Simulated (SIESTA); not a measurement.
ZrB:

```
Zr B
1.0
     0.00000    2.32500    2.32500
     2.32500    0.00000    2.32500
     2.32500    2.32500    0.00000
Zr B
1 1
Direct
  0.00000 0.00000 0.00000
  0.50000 0.50000 0.50000
```

| Property | Result |
| --- | --- |
| Program | SIESTA 5.4.2 |
| Task | relaxation of cell and atoms |
| Functional | PBE |
| Potentials or basis | PseudoDojo 0.4 standard (PBE files, fully relativistic) |
| Basis | DZP (energy shift 0.01 Ry) |
| Grid cutoff | 1200 Ry |
| Energy shift | 0.01 Ry |
| k mesh | 8 × 8 × 8 |
| Occupations | fermi-dirac, width 0.05 eV |
| Spin | non-collinear spin, ferromagnetic start, spin-orbit coupling |
| Starting moments | [[0.289, 0.289, 0.289], [0.0, 0.0, 0.0]] μB |

At the start: pressure 33.0 GPa; volume 12.57 Å³/atom.

**Question.** Where does the relaxation end?

**Answer.** Over 5 steps the energy falls by 183.3 meV/atom and the volume is 14.58 Å³/atom (+16.0 %); space group Fm-3m (No. 225, to 0.05 Å); moment 0.00 μB per cell.

The path:
```tsv
step	energy change (eV)	largest force (eV/Å)	pressure (GPa)	volume (Å³)
1	0.0000	0.0000	33.02	25.14
2	-0.0630	0.0000	29.45	25.46
3	-0.3612	0.0000	3.26	28.61
4	-0.3666	0.0000	0.07	29.14
5	-0.3666	0.0000	0.00	29.15
```

Final structure:
```yaml
crystal:
  lattice:
    - [0.00000, 2.44281, 2.44281]
    - [2.44281, 0.00000, 2.44281]
    - [2.44281, 2.44281, 0.00000]
  atoms:
    - { symbol: Zr, position: [0.00000, 0.00000, 0.00000] }
    - { symbol: B, position: [0.50000, 0.50000, 0.50000] }
```

Caveat: semicore shells carry a single zeta, which can move pressures by several GPa and volumes by a few percent; the volume moved by over 15 % at a fixed basis, so the end points are rough; the volume moved by +16 % from the deposited cell, more than functionals usually miss; the basis of atomic orbitals isn't converged, which shifts pressures, moduli and gaps.
